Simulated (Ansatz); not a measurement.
# Ca2CuOsC6N6: the cost of one run

Method: DFT PBE, scalar-relativistic, plane waves, PAW, in Ansatz 0.2.0.

## 1. The starting structure

The structure is cubic, space group Fm-3m (No. 225). The conventional cell has a = 10.144 Å, b = 10.144 Å, c = 10.144 Å, α = 90.00°, β = 90.00°, γ = 90.00°. Around Ca (site symmetry -43m) lie 12 N at 3.63 Å and 12 C at 3.64 Å. Cu (site symmetry m-3m) is surrounded by 6 C at 1.92 Å. Around Os (site symmetry m-3m) lie 6 N at 1.99 Å. C (site symmetry 4mm) has 1 N at 1.17 Å and 1 Cu at 1.92 Å in its first shell of neighbours. N (site symmetry 4mm) is surrounded by 1 C at 1.17 Å and 1 Os at 1.99 Å.

As a file:

```xyz
16
Lattice="0.0000 5.0720 5.0720 5.0720 0.0000 5.0720 5.0720 5.0720 0.0000" Properties=species:S:1:pos:R:3 pbc="T T T"
Ca    2.5360    2.5360    2.5360
Ca    7.6080    7.6080    7.6080
Cu    0.0000    0.0000    0.0000
Os    5.0720    5.0720    5.0720
C     1.9170    5.0720    5.0720
C     5.0720    1.9170    5.0720
C     5.0720    5.0720    1.9170
C     8.2270    5.0720    5.0720
C     5.0720    8.2270    5.0720
C     5.0720    5.0720    8.2270
N     3.0870    5.0720    5.0720
N     5.0720    3.0870    5.0720
N     5.0720    5.0720    3.0870
N     7.0570    5.0720    5.0720
N     5.0720    7.0570    5.0720
N     5.0720    5.0720    7.0570
```

Recipe of the guess: cyanide-bridged rock-salt net of two metals, 2 guest cations a cell (Fm-3m, No. 225). Its size is a rough estimate.

## 2. The guess as it stands, on a coarse mesh

Contents of input.yaml:

```yaml
crystal:
  lattice:
    - [0.0, 5.072, 5.072]
    - [5.072, 0.0, 5.072]
    - [5.072, 5.072, 0.0]
  atoms:
    - { symbol: Ca, position: [0.25, 0.25, 0.25] }
    - { symbol: Ca, position: [0.75, 0.75, 0.75] }
    - { symbol: Cu, position: [0.0, 0.0, 0.0], spin: 1.0 }
    - { symbol: Os, position: [0.5, 0.5, 0.5], spin: -1.0 }
    - { symbol: C, position: [0.81102129, 0.18897871, 0.18897871] }
    - { symbol: C, position: [0.18897871, 0.81102129, 0.18897871] }
    - { symbol: C, position: [0.18897871, 0.18897871, 0.81102129] }
    - { symbol: C, position: [0.18897871, 0.81102129, 0.81102129] }
    - { symbol: C, position: [0.81102129, 0.18897871, 0.81102129] }
    - { symbol: C, position: [0.81102129, 0.81102129, 0.18897871] }
    - { symbol: "N", position: [0.69568218, 0.30431782, 0.30431782] }
    - { symbol: "N", position: [0.30431782, 0.69568218, 0.30431782] }
    - { symbol: "N", position: [0.30431782, 0.30431782, 0.69568218] }
    - { symbol: "N", position: [0.30431782, 0.69568218, 0.69568218] }
    - { symbol: "N", position: [0.69568218, 0.30431782, 0.69568218] }
    - { symbol: "N", position: [0.69568218, 0.69568218, 0.30431782] }
basis:
  ecutwfc: 420
kpoints:
  mp_grid: { grid: [4, 4, 4] }
hamiltonian:
  xc: pbe
scf:
  occupations: { method: gaussian, width: 0.1 }
  lower_state_search: "off"
output:
  forces: true
  stress: true
  eigenvalues: true
  populations: true
magnetization:
  spin_polarized: true
```

Run with:

```console
> ansatz run input.yaml --threads 1 --pin off --max-ram 2560MiB --backend cpu --events-out ev --progress --plain --runs-dir out
```

Q: Estimate wall time and peak memory on 1 thread of Intel Xeon 6975P-C (Granite Rapids), shared host.

About 27 s, with a peak of 0.78 GiB.
